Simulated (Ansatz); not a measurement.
BiTe:

```
Bi Te
1.0
     2.42271    1.39875    3.31729
    -2.42271    1.39875    3.31729
     0.00000   -2.79750    3.31729
Bi Te
1 1
Direct
  0.50000 0.50000 0.50000
  0.00000 0.00000 0.00000
```

The cell comes from a database or a generator and needn't be the stable form of this composition.

Base run:

- Program: Ansatz 0.2.0
- Functional: LDA
- Potentials or basis: all-electron LAPW, scalar-relativistic
- Cutoff: 174 eV (chosen from the basis error)
- Basis error allowed: 0.001 eV/atom
- k mesh: 7 × 7 × 7
- Occupations: fermi-dirac, width 0.05 eV
- Spin: no spin polarisation

Its results: pressure -3.4 GPa.

The run is repeated on the same cell with these changes: functional from LDA to PBE. What comes out?

Pressure 0.2 GPa.

PBE binds less tightly than LDA, so the same cell stands under more pressure.
